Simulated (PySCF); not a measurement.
# SeF6: electronic excitations and core binding energies

What electronic excitations and core binding energies should SeF6 (`F[Se@OH5](F)(F)(F)(F)F`) show?

Programs: PySCF 2.14.0, with density-fitted response routines of our own. Each step states its level of theory. These are calculated values for one molecule in the gas phase, unless marked as measured. Atoms are numbered from 0 throughout.

**1. Starting geometry**

7 atoms, charge 0, multiplicity 1; geometry from: GFN2-xTB.

Bonds of the start (Å): F0–Se1 1.71, Se1–F2 1.71, Se1–F3 1.71, Se1–F4 1.71, Se1–F5 1.71, Se1–F6 1.71.

**2. Excited states and response: CAM-B3LYP/def2-SVPD**

What the job is given:

```
{"job": {"kind": "uv", "xc": "CAM-B3LYP", "basis": "def2-SVPD", "nstates": 8, "ntriplets": 3}, "charge": 0, "multiplicity": 1}
F     -0.323901    -1.541048     0.668959
Se     0.000488     0.000688    -0.003607
F      0.949700    -0.733440    -1.226553
F      1.388848     0.142055     0.989733
F     -1.387824    -0.140495    -0.997545
F      0.325410     1.542288    -0.676524
F     -0.949388     0.734858     1.218459
```

Level: TDDFT CAM-B3LYP/def2-SVPD, vertical, gas phase, core orbitals frozen in the response.

**Question.** This job is followed by: delta-SCF UKS SCAN, pcX-2 on the ionised atom, pcseg-1 elsewhere, spin-free X2C. Predict these results of the whole session: lowest singlet (CAM-B3LYP/def2-SVPD); brightest single state of those computed; lowest triplet; F1s binding energies, SCAN/pcX-2.

**Answer**, as computed:

```
                                quantity                                                     value
    lowest singlet (CAM-B3LYP/def2-SVPD)                               6.77 eV (183 nm), f = 0.000
brightest single state of those computed                               state 7, 7.95 eV, f = 0.065
                          lowest triplet                                                   6.29 eV
        F1s binding energies, SCAN/pcX-2  F3 694.22, F0 694.21, F6 694.21, F5 694.21, F2 694.21 eV
```

**Reading.** The lowest singlet, at 6.77 eV, is HOMO→LUMO 0.98 and is dark; of the 8 states computed, the strongest absorption comes from states 7 to 8 together at 7.95 eV (the last computed, so partners may be missing). The lowest triplet lies 0.48 eV below the lowest singlet (triplets in Tamm-Dancoff, singlets in full TDDFT). The F1s levels computed lie within 0.01 eV of one another, too close to rank.
